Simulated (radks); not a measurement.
# Pb²⁺ in [Kr] 4d10 4f14 5s2 5p5.5 5d10 6s2 6p0.5: an all-electron calculation

Wanted: eigenvalues, radial structure and energy terms of the lead ion Pb2+.

Method: scalar-relativistic Kohn-Sham, PBE, spin-polarised, spherical densities, point nucleus; open shells are filled with parallel spins first. Code: radks (a radial shooting solver on a logarithmic mesh, Libxc functionals) version 1.

### 1 The system

* element: lead (Z = 82)
* charge: +2
* electrons: 80
* configuration: [Kr] 4d10 4f14 5s2 5p5.5 5d10 6s2 6p0.5

### 2 Self-consistent calculation

The run's settings:

```text
Z 82
configuration [Kr] 4d10 4f14 5s2 5p5.5 5d10 6s2 6p0.5 7s0 5f0 6d0 7p0
relativity scalar-relativistic
functional pbe,pbe
spin polarised
nucleus point
c 137.035999084
```

Run with:

```
> python run_ks.py task.json out
```

The same process makes all the runs of this session.

**Question.** What will this run give?

The runs gave:

```
                        quantity                   value
                    total energy     -20879.5837 hartree
exchange-correlation share of it                  1.85 %
                            −T/E                  1.1307
          highest occupied level       6p up, -18.343 eV
    most extended occupied level  6p up, <r> = 2.71 bohr
 radius at density 0.001 e/bohr³               3.84 bohr
    maxima of the radial density                       4
```

6 principal shells are occupied and 4 maxima appear in the radial density; where shells overlap, one shows as a shoulder or not at all. Relativity lifts −T/E to 1.131. This is not the tabulated ground configuration, so its levels and sizes aren't those of the ground state, and no measured value stands beside it.
